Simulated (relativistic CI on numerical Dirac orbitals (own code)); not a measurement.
# Hg⁴⁺: 4d photoemission multiplets

Wanted: the shape of the 4d photoemission spectrum of Hg⁴⁺ in 4 surroundings, from the same atomic integrals.

The numbers are computed with relativistic CI on numerical Dirac orbitals (own code) version 1 (Dirac-Coulomb-Breit CI, KLI orbitals optimised for each configuration, model QED (radiative potential, 1s self-energy scaled to tabulated hydrogen-like ionisation energies), valence Slater integrals scaled by 0.8, multiplet model of photoemission in the sudden approximation), except any that are marked as measured or tabulated.

## 1. The atom as given

| Item | Value |
| --- | --- |
| ion | Hg⁴⁺ (Hg V) |
| nuclear charge | 80 |
| electrons | 76 |
| configurations | [Xe] 4f14 5d8 → [Kr] 4d9 4f14 5s2 5p6 5d8 |
| temperature | 300 K |
| widths | Lorentz 3.5 eV, Gauss 0.6 eV |
| surrounding 1 | free ion |
| surrounding 2 | Oh, 10Dq = 8500 cm⁻¹ |
| surrounding 3 | Oh, 10Dq = 23450 cm⁻¹ |
| surrounding 4 | Oh, 10Dq = 38400 cm⁻¹ |

## 2. Surrounding 1: free ion

Input settings:

```ini
atom Hg  Z=80  charge=4  electrons=76
nucleus A=202  rms_radius_fm=5.4648
hamiltonian dirac-coulomb  breit=on  qed=on  c_scale=1
orbitals kli  potential=per-configuration
slater_scale 0.8
correlation none
mixing on
configurations
  [Xe] 4f14 5d8
  [Kr] 4d9 4f14 5s2 5p6 5d8
end
photoemission 4d T=300 lorentz=3.5 gauss=0.6
crystal_field free
```

## 3. Surrounding 2: Oh, 10Dq = 8500

The settings differ from step 2 so:

```diff
@@ -12,2 +12,2 @@
 photoemission 4d T=300 lorentz=3.5 gauss=0.6
-crystal_field free
+crystal_field Oh 10Dq=8500
```

## 4. Surrounding 3: Oh, 10Dq = 23450

The settings differ from step 3 so:

```diff
@@ -12,2 +12,2 @@
 photoemission 4d T=300 lorentz=3.5 gauss=0.6
-crystal_field Oh 10Dq=8500
+crystal_field Oh 10Dq=23450
```

## 5. Surrounding 4: Oh, 10Dq = 38400

The settings differ from step 4 so:

```diff
@@ -12,2 +12,2 @@
 photoemission 4d T=300 lorentz=3.5 gauss=0.6
-crystal_field Oh 10Dq=23450
+crystal_field Oh 10Dq=38400
```

(Steps that only read results are left out.)

**Question.** What will these runs give? Wanted: highest peak, first run; ground spin.

As calculated:

| surrounding | ground S | centroid (eV) | spread (eV) | up to four highest peaks (% of the highest), eV |
| --- | --- | --- | --- | --- |
| 1: free | 0.96 | 430.53 | 9.80 | 422.0 (100), 442.4 (77) |
| 2: Oh | 0.98 | 430.56 | 9.78 | 422.0 (100), 442.4 (76) |
| 3: Oh | 0.99 | 430.62 | 9.73 | 422.4 (100), 442.4 (73) |
| 4: Oh | 0.99 | 430.66 | 9.71 | 422.4 (100), 442.4 (71) |

```
                           quantity         value
            highest peak, first run      422.0 eV
ground spin (effective S from ⟨S²⟩)  0.96 to 0.99
```

**Reading.** The highest peak stays in place, within the step of the energy grid, in all surroundings. Energies are those of the free ion without screening by ligands; binding energies in solids differ by tens of eV.
